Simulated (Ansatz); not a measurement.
**SnSe (SMILES [Se][Sn]): RPA@PBE/def2-TZVP (core potential)**

What is the electronic atomisation energy of SnSe at RPA@PBE/def2-TZVP (core potential)? 

The results are computed with Ansatz 0.2.0.

26 further runs of the same task are left out: 26 set aside as unsound or not needed.

## (1) Starting point

SnSe: 2 atoms, total charge 0, spin state singlet. SMILES: `[Se][Sn]`. The coordinates come from a PBE0-D4/def2-TZVP relaxation.

Bond lengths: Se1–Sn2 2.325 Å.

## (2) A single-point energy at RPA@PBE/def2-TZVP (core potential)

Contents of in.yaml:

```yaml
crystal:
  periodic: [false, false, false]
  atoms:
    - symbol: Se
      position_ang: [0.000000, -0.000000, 0.006530]
    - symbol: Sn
      position_ang: [-0.000000, 0.000000, 2.331810]
basis:
  gaussian:
    orbitals: def2-TZVP
magnetization:
  spin_polarized: false
hamiltonian:
  xc: {name: PBE}
correlation:
  method: rpa
  frozen_orbitals: {Se: 9, Sn: 4}
accuracy: high
```

Run with:

```sh
$ ansatz run in.yaml --threads 1 --pin off --max-ram 3480MiB --events-out events.jsonl --progress --plain --runs-dir runs
```

What it wrote:

```text
Warning: RAYON_NUM_THREADS=1 ignored (pool sized by the plan → 1); use --threads N
Functional definition: PBE
  name "PBE"
  parameter kappa = 0.804
  parameter beta = 0.06672455060314922
  exchange = pbe_x(kappa = kappa, mu = beta*pi^2/3)
  correlation = pbe_c(beta = beta)
1498 factors; integrals over basis functions are off by at most 4.7e-9 eV
mean field evaluation 1: about -71170.3382 eV, gradient 2.6e1 eV
mean field evaluation 2: about -71170.3352 eV, gradient 2.6e1 eV
mean field evaluation 4: about -71172.7539 eV, gradient 6.5e0 eV
mean field evaluation 8: about -71172.8840 eV, gradient 2.7e-1 eV
mean field evaluation 16: about -71172.8842 eV, gradient 9.2e-5 eV
mean field evaluation 32: about -71162.5037 eV, gradient 2.0e1 eV
mean field -71172.88415881 eV, -2615.5552501227 hartree, gradient 3.5e-8 eV, S^2 0.000000; 1 other end points of the search recorded, 0 dependent functions left out
13 core orbitals not correlated: weight in the atoms' cores, before any rotation towards them, 1.000 or more for the frozen orbitals, at most 0.000 for the correlated occupied ones
reference -71109.29132951 eV, -2613.2182567508 hartree; 15, 15 occupied and 70, 70 virtual orbitals, 1498 factors
Total energy: -71130.91803686 eV, -2614.0130235867 hartree
```

It took 8.7 s on 1 thread of Arm Neoverse V2, shared host; peak memory 0.3 GiB.

## (3) The Se atom, same level

Contents of input.yaml:

```yaml
crystal:
  periodic: [false, false, false]
  atoms:
    - {symbol: Se, position_ang: [0.000000, 0.000000, 0.000000]}
basis:
  gaussian: {orbitals: def2-TZVP}
magnetization: {spin_polarized: true, initial_magnetization: 2}
hamiltonian: {xc: pbe}
correlation: {method: rpa, frozen_orbitals: {Se: 9}}
accuracy: high
```

Run the same way, it converges to -2400.15641 Eh (log not shown).

## (4) The Sn atom, same level

Contents of molecule.yaml:

```yaml
crystal:
  periodic: [false, false, false]
  atoms:
    - {symbol: Sn, position_ang: [0.000000, 0.000000, 0.000000]}
basis:
  gaussian:
    orbitals: def2-TZVP
hamiltonian:
  xc: pbe
correlation:
  method: rpa
  frozen_orbitals: {Sn: 4}
magnetization:
  spin_polarized: true
  initial_magnetization: 2
accuracy: high
```

Run the same way, it converges to -213.70327 Eh (log not shown).

## (5) Outcome

At RPA@PBE/def2-TZVP (core potential), 13 core orbitals frozen:

| quantity | value |
| --- | --- |
| molecule: total energy | -2614.01302 Eh |
| molecule: RPA correlation energy (valence) | -794.8 mEh |
| Se atom: total energy | -2400.15641 Eh |
| Se atom: RPA correlation energy (valence) | -343.1 mEh |
| Se atom: ⟨S²⟩ of the reference determinant | 2.003 |
| Sn atom: total energy | -213.70327 Eh |
| Sn atom: RPA correlation energy (valence) | -374.7 mEh |
| Sn atom: ⟨S²⟩ of the reference determinant | 2.002 |
| electronic atomisation energy | 4.173 eV |

In words: Taking the molecule apart into free atoms costs 4.17 eV (403 kJ/mol), before zero-point energy and without spin-orbit coupling.
